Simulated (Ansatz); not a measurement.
# PtGe: the cost of one run

Program: Ansatz 0.2.0. Level of theory: DFT PBE, scalar-relativistic, plane waves, PAW. These are calculated values, not measurements.

## 1. The structure to begin with

The structure is orthorhombic, space group Pnma (No. 62). Conventional cell: a = 5.828 Å, b = 3.743 Å, c = 6.193 Å, α = 90.00°, β = 90.00°, γ = 90.00°. Ge (site symmetry m) is surrounded by 6 Pt at 2.51 to 2.70 Å. Around Pt (site symmetry m) lie 6 Ge at 2.51 to 2.70 Å.

Structure file:

```
Ge Pt
1.0
     5.82829    0.00000    0.00000
     0.00000    3.74276    0.00000
     0.00000    0.00000    6.19291
Ge Pt
4 4
Direct
  0.18682 0.25000 0.58738
  0.31318 0.75000 0.08738
  0.68682 0.25000 0.91262
  0.81318 0.75000 0.41262
  0.99816 0.25000 0.19304
  0.50184 0.75000 0.69304
  0.49816 0.25000 0.30696
  0.00184 0.75000 0.80696
```

An earlier run at PBE left this cell at 16.886 Å³/atom and -0.01 GPa (6×10×6 mesh).

## 2. Field gradients and densities at the nuclei

Contents of input.yaml:

```yaml
crystal:
  lattice:
    - [5.8282922204, 0.0, 0.0]
    - [0.0, 3.7427644009, 0.0]
    - [0.0, 0.0, 6.1929096334]
  atoms:
    - { symbol: Ge, position: [0.1868245984, 0.25, 0.5873831798] }
    - { symbol: Ge, position: [0.3131754016, 0.75, 0.0873831798] }
    - { symbol: Ge, position: [0.6868245984, 0.25, 0.9126168202] }
    - { symbol: Ge, position: [0.8131754016, 0.75, 0.4126168202] }
    - { symbol: Pt, position: [0.9981643427, 0.25, 0.1930404089] }
    - { symbol: Pt, position: [0.5018356573, 0.75, 0.6930404089] }
    - { symbol: Pt, position: [0.4981643427, 0.25, 0.3069595911] }
    - { symbol: Pt, position: [0.0018356573, 0.75, 0.8069595911] }
basis:
  ecutwfc: 420
  ecutrho_ratio: 4
kpoints:
  mp_grid: { grid: [6, 10, 6] }
hamiltonian:
  xc: pbe
scf:
  occupations: { method: gaussian, width: 0.05 }
output:
  forces: true
  stress: true
  eigenvalues: true
  efg: { contact_densities: true, quadrupole_moments_barn: { Ge: -0.196 } }
```

Launch:

```
$ ansatz run input.yaml --threads 4 --pin off --max-ram 10240MiB --backend cpu --events-out ev --progress --plain --runs-dir out
```

Q: Estimate wall time and peak memory on 4 threads of Intel Xeon at 2.50GHz (Skylake/Cascade Lake), shared host.

About 38 s, with a peak of 1 GiB.
